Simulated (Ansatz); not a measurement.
Predict the output of the script below (the Python package of Ansatz (0.2.0)).

The script, `xc_snte.py`:
```python
"""One structure of SnTe under several functionals."""

import logging
import sys
import warnings

import ansatz as az
from ase import Atoms
from tabulate import tabulate

logging.basicConfig(stream=sys.stdout, format="%(name)s: %(message)s")
log = logging.getLogger("snte")
log.setLevel(logging.INFO)

MESH = (5, 5, 5)
OCCUPATIONS = "Fermi-Dirac"


def main() -> None:
    warnings.simplefilter("ignore", az.DeckWarning)

    atoms = Atoms(
        ["Sn", "Te"],
        scaled_positions=[
            (0.0, 0.0, 0.0),
            (0.75, 0.75, 0.75),
        ],
        cell=[
            (0.0, 3.611146, 3.611146),
            (3.611146, 0.0, 3.611146),
            (3.611146, 3.611146, 0.0),
        ],
        pbc=True,
    )
    crystal = az.Crystal.from_ase(atoms)

    job = (
        crystal.calculation()
        .accuracy("low")
        .kpoints(*MESH, shift=0.5)
        .occupations(OCCUPATIONS, width=50 * az.meV)
        .stress()
    )

    rows = []
    for value in ["pbesol", "blyp", "lda"]:
        rep = job.functional(value).run(threads=1).report
        rows.append((value, rep["free_energy_ev"] / len(rep["lattice"]["sites"]), rep["n_iterations"], sum(rep["stress_gpa"][i][i] for i in range(3)) / 3, rep["n_kpoints"]))

    print(tabulate(rows, headers=["functional", "F/atom (eV)", "iterations", "P (GPa)", "k-points"], floatfmt=".4f", tablefmt="github"))


if __name__ == "__main__":
    main()
```

Running `python xc_snte.py` prints:
```text
| functional   |   F/atom (eV) |   iterations |   P (GPa) |   k-points |
|--------------|---------------|--------------|-----------|------------|
| pbesol       |    -6425.5564 |            7 |   -1.3851 |         19 |
| blyp         |    -6519.0838 |            8 |    1.5466 |         19 |
| lda          |    -6353.2217 |            7 |   -2.2004 |         19 |
```

From lowest to highest: LDA (-2.2 GPa), PBEsol (-1.4 GPa) and BLYP (1.5 GPa). At a fixed cell a lower pressure usually means a smaller equilibrium volume, so LDA prefers the smallest cell and BLYP the largest.

Reading the output:
- The mesh has less symmetry than the crystal, which the program warned of.
- Pressure is positive in compression.
- The structure comes from a database of computed cells and needn't be a stable or known phase.
- Total energies of different functionals can't be compared; pressures, moments and gaps at this one structure can.
- The script silences the warnings on its input, which a real study should read.
- Finished in 7.3 s on 1 thread of Intel(R) Xeon(R) Processor @ 2.30GHz (shared host), peak memory 0.57 GiB.
